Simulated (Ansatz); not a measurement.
**doublet SiSe+: levels of theory compared**

Aim: a comparison of 6 runs (UB3LYP/6-31G*, U-wB97X/aug-cc-pVTZ, UB3LYP/aug-cc-pVTZ, UBHLYP/aug-cc-pVTZ, UCAM-B3LYP/aug-cc-pVTZ, UCCSD/aug-cc-pVTZ) of doublet SiSe+. 

Program for the calculation: Ansatz 0.2.0.

20 further runs of the same task are left out: 20 set aside as unsound or not needed.

### Step 1. Starting point

SiSe+ has 2 atoms, charge +1, and is taken as a doublet. As SMILES of the parent species, `[Si][Se]`. The shape is that of a PBE0-D4/def2-TZVP optimisation. That shape belongs to the parent species and isn't relaxed for this state.

Bond lengths: Si1–Se2 2.062 Å.

### Step 2. A single-point energy at UB3LYP/6-31G(d) (Cartesian functions) (run 1)

input.yaml

```yaml
crystal:
  periodic: [false, false, false]
  atoms:
    - {symbol: Si, position_ang: [0.000000, 0.000000, 0.031440]}
    - {symbol: Se, position_ang: [-0.000000, -0.000000, 2.093090]}
basis:
  gaussian:
    orbitals: "6-31G*"
total_charge: 1
magnetization:
  spin_polarized: true
  initial_magnetization: 1
hamiltonian:
  xc: {name: B3LYP}
accuracy: high
output:
  orbitals: {seedname: orbitals}
```

The run is started by

```
$ ansatz run input.yaml --threads 1 --pin off --max-ram 3480MiB --events-out events.jsonl --progress --plain --runs-dir runs
```

The log of the run:

```text
Warning: RAYON_NUM_THREADS=1 ignored (pool sized by the plan → 1); use --threads N
Functional definition: B3LYP
  name "B3LYP"
  parameter a0 = 0.2
  parameter ax = 0.72
  parameter ac = 0.81
  exchange = (1 - a0 - ax)*slater_x + ax*b88_x + a0*exact_x
  correlation = (1 - ac)*vwn_rpa_c + ac*lyp_c
860 factors; integrals over basis functions are off by at most 4.0e-9 eV
mean field evaluation 1: about -73204.9197 eV, gradient 2.5e1 eV
mean field evaluation 2: about -73154.5708 eV, gradient 7.9e1 eV
mean field evaluation 4: about -73209.9852 eV, gradient 6.7e0 eV
mean field evaluation 8: about -73210.3638 eV, gradient 6.4e-2 eV
mean field evaluation 16: about -73210.3639 eV, gradient 1.2e-5 eV
mean field evaluation 32: about -73210.3737 eV, gradient 1.1e-1 eV
mean field evaluation 64: about -73210.3697 eV, gradient 5.7e-1 eV
mean field -73210.38844246 eV, -2690.4321514768 hartree, gradient 2.1e-8 eV, S^2 0.769966; 8 other end points of the search recorded, 0 dependent functions left out
reference -73210.38846876 eV, -2690.4321524432 hartree; 24, 23 occupied and 30, 31 virtual orbitals, 860 factors
Total energy: -73210.38846876 eV, -2690.4321524432 hartree
```

Run time: 19 s. Hardware: 1 thread of Arm Neoverse V1, shared host; peak memory 0.19 GiB.

### Step 3. A single-point energy at U-wB97X/aug-cc-pVTZ (run 2)

run.yaml

```yaml
crystal:
  periodic: [false, false, false]
  atoms:
    - {symbol: Si, position_ang: [0.000000, 0.000000, 0.031440]}
    - {symbol: Se, position_ang: [-0.000000, -0.000000, 2.093090]}
basis:
  gaussian:
    orbitals: aug-cc-pVTZ
total_charge: 1
magnetization:
  spin_polarized: true
  initial_magnetization: 1
hamiltonian:
  xc: {name: wB97X}
accuracy: high
output: {orbitals: {seedname: orbitals}}
```

The run is started by

```
$ ansatz run run.yaml --threads 1 --pin off --max-ram 3480MiB --events-out events.jsonl --progress --plain --runs-dir runs
```

The log of the run, cut to the lines that bear on the results:

```text
Warning: RAYON_NUM_THREADS=1 ignored (pool sized by the plan → 1); use --threads N
Functional definition: wB97X
  name "wB97X"
[...]
      + exact_x_lr(omega)
[...]
      + integral(e_c_pw_opposite_spin*poly(b97_u_opposite, 1, cos1, cos2, cos3, cos4))
1391 factors; integrals over basis functions are off by at most 4.1e-9 eV
410 factors; integrals over basis functions are off by at most 1.6e-9 eV
[...]
mean field -73219.41860199 eV, -2690.7640037188 hartree, gradient 8.2e-9 eV, S^2 0.752968; 3 other end points of the search recorded, 0 dependent functions left out
reference -73219.41859788 eV, -2690.7640035677 hartree; 24, 23 occupied and 85, 86 virtual orbitals, 1391 factors
Total energy: -73219.41859788 eV, -2690.7640035677 hartree
```

Run time: 4.3 min. Hardware: 1 thread of Arm Neoverse V1, shared host; peak memory 0.81 GiB.

Runs 3 to 5 aren't shown in full; the table further down has their settings and results.

### Step 4. A single-point energy at UCCSD/aug-cc-pVTZ (run 6)

run.yaml

```yaml
crystal:
  periodic: [false, false, false]
  atoms:
    - symbol: Si
      position_ang: [0.000000, 0.000000, 0.031440]
    - symbol: Se
      position_ang: [-0.000000, -0.000000, 2.093090]
basis:
  gaussian:
    orbitals: aug-cc-pVTZ
magnetization:
  spin_polarized: true
  initial_magnetization: 1
total_charge: 1
scf:
  omitted_lower_state_checks: [cluster_reference, increment]
correlation:
  method: ccsd
  frozen_orbitals: {Se: 9, Si: 5}
accuracy: high
```

The run is started by

```
$ ansatz run run.yaml --threads 1 --pin off --max-ram 3480MiB --events-out events.jsonl --progress --plain --runs-dir runs
```

The log of the run:

```text
Warning: RAYON_NUM_THREADS=1 ignored (pool sized by the plan → 1); use --threads N
[... 21 lines left out ...]
14 core orbitals not correlated: weight in the atoms' cores, before any rotation towards them, 1.000 or more for the frozen orbitals, at most 0.000 for the correlated occupied ones
[... 32 lines left out ...]
Total energy: -73166.16806667 eV, -2688.8070826401 hartree
Checks for a lower state left out: cluster_reference, increment
```

Wall time 67 s (1 thread of Arm Neoverse V1, shared host); peak memory 0.95 GiB.

### Step 5. Overview of the runs

| run | level | Cartesian functions | frozen core orbitals | energy (Eh) | HOMO energy (eV) | LUMO energy (eV) | ⟨S²⟩ | wall time |
| --- | --- | --- | --- | --- | --- | --- | --- | --- |
| 1 | UB3LYP/6-31G* (Cartesian functions) | yes | – | -2690.432152 | -14.27 | -12.65 | 0.770 | 19 s |
| 2 | U-wB97X/aug-cc-pVTZ | no | – | -2690.764004 | -16.59 | -10.21 | 0.753 | 4.3 min |
| 3 | UB3LYP/aug-cc-pVTZ | no | – | -2690.798075 | -14.23 | -12.56 | 0.768 | 1.7 min |
| 4 | UBHLYP/aug-cc-pVTZ | no | – | -2690.738130 | -15.32 | -11.17 | 0.754 | 71 s |
| 5 | UCAM-B3LYP/aug-cc-pVTZ | no | – | -2690.869470 | -15.64 | -11.11 | 0.753 | 87 s |
| 6 | UCCSD/aug-cc-pVTZ | no | 14 | -2688.807083 | – | – | 0.840 | 67 s |

### Step 6. What came out

```
                                           quantity           value
                                run 6: total energy  -2688.80708 Eh
run 6: correlation energy (14 core orbitals frozen)      -283.8 mEh
           run 6: ⟨S²⟩ of the reference determinant           0.840
                               run 6: T1 diagnostic           0.030
```

Totals of different functionals can't be ranked against each other. All runs together took 10 min, the longest 4.3 min.
